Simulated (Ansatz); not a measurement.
# BN (P6_3mc): energy and pressure against volume

An exercise on one series of results from a longer session: the logs are not shown, and one member is left open.

The COD entry's cell or inner coordinates are ideal or old and differ from later refinements, so a difference from it is no clean test against experiment.

Program: Ansatz 0.2.0. Level of theory: DFT r²SCAN, scalar-relativistic, plane waves, PAW. These are calculated values, not measurements.

The runs add the D3(BJ) dispersion term to the functional named.

**The system as given**

It takes space group P6_3mc (No. 186, hexagonal). The conventional cell has a = 2.538 Å, b = 2.538 Å, c = 4.198 Å, α = 90.00°, β = 90.00°, γ = 120.00°. B (site symmetry 3m) is surrounded by 4 N at 1.56 to 1.57 Å. N (site symmetry 3m) is surrounded by 4 B at 1.56 to 1.57 Å.

Structure file:

```
CELL_PARAMETERS angstrom
2.53804 0.00000 0.00000
-1.26902 2.19801 0.00000
0.00000 0.00000 4.19820
ATOMIC_POSITIONS crystal
B 0.66667 0.33333 0.00025
B 0.33333 0.66667 0.50025
N 0.66667 0.33333 0.37475
N 0.33333 0.66667 0.87475
```

An earlier run at r²SCAN left this cell at 5.855 Å³/atom and 0.00 GPa (10×10×6 mesh).

The first run:

File input.yaml:

```yaml
crystal:
  lattice:
    - [2.5037407612, 0.0, 0.0]
    - [-1.2518703806, 2.1683031037, 0.0]
    - [0.0, 0.0, 4.1414604944]
  atoms:
    - { symbol: B, position: [0.6666666667, 0.3333333333, 0.0002534944] }
    - { symbol: B, position: [0.3333333333, 0.6666666667, 0.5002534944] }
    - { symbol: "N", position: [0.6666666667, 0.3333333333, 0.3747465056] }
    - { symbol: "N", position: [0.3333333333, 0.6666666667, 0.8747465056] }
basis:
  ecutwfc: 500
  ecutrho_ratio: 4
kpoints:
  mp_grid: { grid: [10, 10, 6] }
hamiltonian:
  xc: r2scan
  dispersion: d3bj
scf:
  occupations: { method: gaussian, width: 0.05 }
output:
  forces: true
  stress: true
  eigenvalues: true
relax:
  f_tol: 0.01
  max_steps: 40
  cell: { stress_tol: 0.1, fix: [volume] }
```

The run is started by

```
$ ansatz run input.yaml --threads 1 --pin off --max-ram 2560MiB --backend cpu --events-out ev --progress --plain --runs-dir out
```

Among the steps run: Volume × 0.96; Volume × 1.04; Volume × 0.92; Volume × 0.88; Volume × 0.84; Volume × 0.8.

One of the session's tables, all rows but one given; the rest of the session is left out.

| volume (Å³/atom) | energy above the lowest (meV/atom) | pressure (GPa) | gap on the mesh (eV) |
| --- | --- | --- | --- |
| 4.684 | 406.4 | 131.9 | 5.43 |
| 4.918 | 241.8 | 94.5 | 5.57 |
| 5.152 | 126.8 | 63.8 | 5.69 |
| 5.387 | 52.7 | 38.4 | 5.79 |
| 5.621 | ? | ? | ? |
| 5.855 | 0.0 | 0.0 | 5.94 |
| 6.089 | 10.9 | -14.5 | 6.00 |

**Question.** Estimate the row for volume (Å³/atom) = 5.621.

Worked estimate for «energy above the lowest (meV/atom)». A straight line through the neighbours (5.387, 52.7) and (5.855, 0.0) gives 52.7 + (0.0 − 52.7) × (5.621 − 5.387) / (5.855 − 5.387) = 26.3; a parabola fitted to 4 rows on both sides gives 12.2.

As computed: energy above the lowest (meV/atom): 12.3; pressure (GPa): 17.4; gap on the mesh (eV): 5.87. In «energy above the lowest (meV/atom)» the line misses by +14.0 and the parabola by -0.1.

Caveats from the session: Other structures may be lower in enthalpy at these pressures. Warnings in the runs' records: dispersion damping borrowed.
